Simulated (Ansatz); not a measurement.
# AlBrH3NSi: the cost of one run

Program: Ansatz 0.2.0, Gaussian basis. Level of theory: the settings change from run to run. These are calculated values, not measurements.

## 1. The relaxed structure

The structure was relaxed beforehand with PBE0-D4 in a triple-zeta def2 set.

SMILES `Br[SiH]1[NH][AlH]1`, 7 atoms, charge 0, spin multiplicity 1.

Atoms are counted from 1 here; the program's logs count them from 0.

Bond lengths: Br1–Si2 2.245 Å, Si2–N3 1.743 Å, Si2–Al4 2.293 Å, Si2–H5 1.486 Å, N3–Al4 1.782 Å, N3–H6 1.010 Å, Al4–H7 1.577 Å. Angles: Br1–Si2–N3 115.3°, Br1–Si2–Al4 125.0°, Br1–Si2–H5 102.7°, N3–Si2–Al4 50.2°, N3–Si2–H5 116.4°, Al4–Si2–H5 132.1°, Si2–N3–Al4 81.2°, Si2–N3–H6 131.0°, Al4–N3–H6 147.8°, Si2–Al4–N3 48.7°, Si2–Al4–H7 174.5°, N3–Al4–H7 136.7°.

## 2. LC-wPBE/x2c-TZVPPall

This run has density fitting with def2-universal-jkfit, high accuracy, the search for lower states set to light.

Input file in.yaml:

```yaml
crystal:
  periodic: [false, false, false]
  atoms:
    - {symbol: Br, position_ang: [-1.623406, -2.028094, 1.089614]}
    - {symbol: Si, position_ang: [-0.884139, -0.024976, 0.395719]}
    - {symbol: N, position_ang: [0.848922, 0.140535, 0.312626]}
    - {symbol: Al, position_ang: [0.473409, 0.317985, -1.420623]}
    - {symbol: H, position_ang: [-1.595422, 0.915980, 1.300058]}
    - {symbol: H, position_ang: [1.554815, 0.093745, 1.033217]}
    - {symbol: H, position_ang: [1.287019, 0.516724, -2.756313]}
basis:
  gaussian: {orbitals: x2c-TZVPPall, fitting: {mean_field: def2-universal-jkfit}}
hamiltonian: {xc: {name: LC-wPBE}}
accuracy: high
scf: {lower_state_search: light}
```

Command:

```console
ansatz run in.yaml --threads 2 --pin off --events-out ev --progress --plain --max-ram 4352MiB
```

Q: Estimate wall time and peak memory on 2 threads of Intel Xeon 6975P-C, shared host.

About 4.6 s, with a peak of 0.54 GiB.
